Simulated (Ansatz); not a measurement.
# The arsenic atom (quartet): the correlation ladder, cc-pVTZ

Aim: climb from Hartree-Fock through coupled cluster and multireference methods for the arsenic atom (quartet) at one geometry and basis, and see what each rung misses.

Program: Ansatz 0.2.0, Gaussian basis. Level of theory: cc-pVTZ, core rule «outside noble gas», up to 14 orbitals frozen. These are calculated values, not measurements.

The runs, in order: CCSD(T) on UHF; BCCD(T) on ROHF; CISD; CCSDT(Q) on ROHF; CCSDT(Q) on UHF; CISDTQ; CASSCF and MRCISD+Q, 5 electrons in 4 orbitals; CASSCF and MRCISD+Q(relaxed), 5 electrons in 4 orbitals; CASSCF and NEVPT4(SD), 5 electrons in 4 orbitals; CASSCF and NEVPT2, 5 electrons in 4 orbitals; Full CI.

### 1 The atom

A free atom, in its lowest state of this spin that the program finds. No spin-orbit coupling is included. The filled d shell of As may be among the frozen orbitals whatever the setting's name suggests; the logs give the count.

1 atom, charge 0, spin multiplicity 4.

### 2 CCSD(T) on UHF

File in.yaml:

```yaml
crystal:
  periodic: [false, false, false]
  atoms:
    - {symbol: As, position_ang: [0.000000, 0.000000, 0.000000]}
basis:
  gaussian: {orbitals: cc-pVTZ}
magnetization: {spin_polarized: true, initial_magnetization: 3}
correlation: {method: ccsd_t, electrons: outside_noble_gas}
```

The run is started by

```bash
ansatz run in.yaml --threads 1 --pin off --events-out ev --progress --plain --max-ram 3916MiB
```

Further steps of the session: BCCD(T) on ROHF; CISD; CCSDT(Q) on ROHF; CCSDT(Q) on UHF; CISDTQ; CASSCF and MRCISD+Q, 5 electrons in 4 orbitals; CASSCF and MRCISD+Q(relaxed), 5 electrons in 4 orbitals; CASSCF and NEVPT4(SD), 5 electrons in 4 orbitals; CASSCF and NEVPT2, 5 electrons in 4 orbitals; Full CI.

Q: Predict the results of all the runs planned. Wanted: FCI below the UHF energy; UMP2 from FCI; UCCSD(T) from FCI; UCCSDT(Q) from FCI; NEVPT2 valence from FCI; NEVPT4(SD) valence from FCI; MRCISD+Q valence from FCI; effectively unpaired electrons.

**Answer**, as computed:

| quantity | value |
| --- | --- |
| FCI below the UHF energy | -2.4110 eV |
| UMP2 from FCI | +467.9 meV |
| UCCSD(T) from FCI | -0.7 meV |
| UCCSDT(Q) from FCI | -18.4 meV |
| NEVPT2 valence from FCI | +497.5 meV |
| NEVPT4(SD) valence from FCI | +37.0 meV |
| MRCISD+Q valence from FCI | +4.4 meV |
| levels within 1 kcal/mol (43 meV) | UCCSD(T), BCCD(T), UCCSDT, UCCSDT(Q), NEVPT4(SD) valence, MRCISD+Q valence, MRCISD+Q(relaxed) valence |
| effectively unpaired electrons | 3.01 |

In words: UCCSD(T) misses by -0.7 meV, 0.0 % of the correlation energy. UCCSDT, UCCSDT(Q) fall below full CI: unrestricted runs freeze a spin-polarised core, another one than full CI's, and coupled cluster isn't variational. One determinant dominates. Of the multireference levels listed MRCISD+Q valence comes nearest in total energy (+4.4 meV), which doesn't show that its space is the better one. These misses are within one basis, not against nature; the frozen cores of restricted and unrestricted runs differ, which can shift their rows.
